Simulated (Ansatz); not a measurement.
# CH3F (SMILES CF): BCCD(T)/def2-TZVPP

What is the electronic atomisation energy of CH3F at BCCD(T)/def2-TZVPP? 

The calculation is run with Ansatz 0.2.0.

45 further runs of the same task are left out: 45 set aside as unsound or not needed.

## 1. The structure to begin with

CH3F: 5 atoms, total charge 0, spin state singlet. SMILES: `CF`. The shape is that of a PBE0-D4/def2-TZVP optimisation.

Bond lengths: C1–F2 1.376 Å, C1–H3 1.092 Å, C1–H4 1.092 Å, C1–H5 1.092 Å. Angles: F2–C1–H3 109.1°, F2–C1–H4 109.1°, F2–C1–H5 109.1°, H3–C1–H4 109.9°, H3–C1–H5 109.9°, H4–C1–H5 109.9°.

## 2. The energy at BCCD(T)/def2-TZVPP

File input.yaml:

```yaml
crystal:
  periodic: [false, false, false]
  atoms:
    - {symbol: C, position_ang: [-0.050700, 0.032900, 0.007800]}
    - {symbol: F, position_ang: [1.094100, -0.710500, -0.168600]}
    - {symbol: H, position_ang: [-0.918700, -0.626900, -0.058000]}
    - {symbol: H, position_ang: [-0.104800, 0.796000, -0.772000]}
    - {symbol: H, position_ang: [-0.019800, 0.508500, 0.990700]}
basis:
  gaussian: {orbitals: def2-TZVPP}
correlation: {method: bccd_t, frozen_orbitals: {C: 1, F: 1, H: 0}}
scf: {omitted_lower_state_checks: [cluster_reference, increment]}
accuracy: high
```

Launch:

```sh
$ ansatz run input.yaml --threads 1 --pin off --max-ram 3480MiB --events-out events.jsonl --progress --plain --runs-dir runs
```

The log of the run, cut to the lines that bear on the results:

```text
Warning: RAYON_NUM_THREADS=1 ignored (pool sized by the plan → 1); use --threads N
Functional definition: HF
  name "HF"
[...]
1796 factors; integrals over basis functions are off by at most 3.2e-9 eV
[...]
mean field -3785.16418065 eV, -139.1022179626 hartree, gradient 2.1e-8 eV, S^2 0.000000; 0 other end points of the search recorded, 0 dependent functions left out
2 core orbitals not correlated: weight in the atoms' cores, before any rotation towards them, 1.000 or more for the frozen orbitals, at most 0.000 for the correlated occupied ones
reference -3785.16418065 eV, -139.1022179626 hartree; 7, 7 occupied and 95, 95 virtual orbitals, 1796 factors
second order -11.75853479 eV of doubles, -0.00000000 eV of singles
cycle   1  -11.91097822 eV  change   -1.5e-1 eV  update   6.3e-2
[...]
cycle  19  -12.19391301 eV  change   -1.1e-9 eV  update   1.0e-9
perturbative correction -0.37654859 eV, -0.0138379054 hartree
Total energy: -3797.73464225 eV, -139.5641739056 hartree
Checks for a lower state left out: cluster_reference, increment
```

Wall time 21 s (1 thread of Arm Neoverse V1, shared host); peak memory 1 GiB.

## 3. The C atom at the same level

File molecule.yaml:

```yaml
basis:
  gaussian:
    orbitals: def2-TZVPP
crystal:
  periodic: [false, false, false]
  atoms:
    - {symbol: C, position_ang: [0.000000, 0.000000, 0.000000]}
magnetization:
  spin_polarized: true
  initial_magnetization: 2
correlation:
  method: bccd_t
  frozen_orbitals: {C: 1}
accuracy: high
scf:
  omitted_lower_state_checks: [cluster_reference, increment]
```

Run the same way, it converges to -37.78103 Eh (log not shown).

## 4. The F atom at the same level

File molecule.yaml:

```yaml
crystal:
  periodic: [false, false, false]
  atoms:
    - {symbol: F, position_ang: [0.000000, 0.000000, 0.000000]}
basis:
  gaussian: {orbitals: def2-TZVPP}
magnetization: {spin_polarized: true, initial_magnetization: 1}
correlation: {method: bccd_t, frozen_orbitals: {F: 1}}
accuracy: high
scf: {omitted_lower_state_checks: [cluster_reference, increment]}
```

Run the same way, it converges to -99.62506 Eh (log not shown).

## 5. The H atom: a single-point energy at UHF/def2-TZVPP

File run.yaml:

```yaml
crystal:
  periodic: [false, false, false]
  atoms:
    - {symbol: H, position_ang: [0.000000, 0.000000, 0.000000]}
basis:
  gaussian:
    orbitals: def2-TZVPP
magnetization:
  spin_polarized: true
  initial_magnetization: 1
hamiltonian:
  xc: hf
accuracy: high
```

Run the same way, it converges to -0.49981 Eh (log not shown).

## 6. Summary of results

Level: BCCD(T)/def2-TZVPP, 2 core orbitals frozen.

| quantity | value |
| --- | --- |
| molecule: total energy | -139.56417 Eh |
| molecule: correlation energy (2 core orbitals frozen) | -462.0 mEh |
| molecule: (T) correction | -13.84 mEh |
| C atom: total energy | -37.78103 Eh |
| C atom: correlation energy (1 core orbital frozen) | -88.5 mEh |
| C atom: (T) correction | -2.07 mEh |
| C atom: ⟨S²⟩ of the reference determinant | 2.010 |
| F atom: total energy | -99.62506 Eh |
| F atom: correlation energy (1 core orbital frozen) | -213.3 mEh |
| F atom: (T) correction | -3.60 mEh |
| F atom: ⟨S²⟩ of the reference determinant | 0.754 |
| H atom: total energy | -0.49981 Eh |
| H atom: ⟨S²⟩ | 0.750 |
| electronic atomisation energy | 17.923 eV |

Taking the molecule apart into free atoms costs 17.92 eV (413 kcal/mol), before zero-point energy and without spin-orbit coupling. The triples (molecule) make up 3.0 % of the correlation energy. The triples (C atom) make up 2.3 % of the correlation energy. The triples (F atom) make up 1.7 % of the correlation energy.
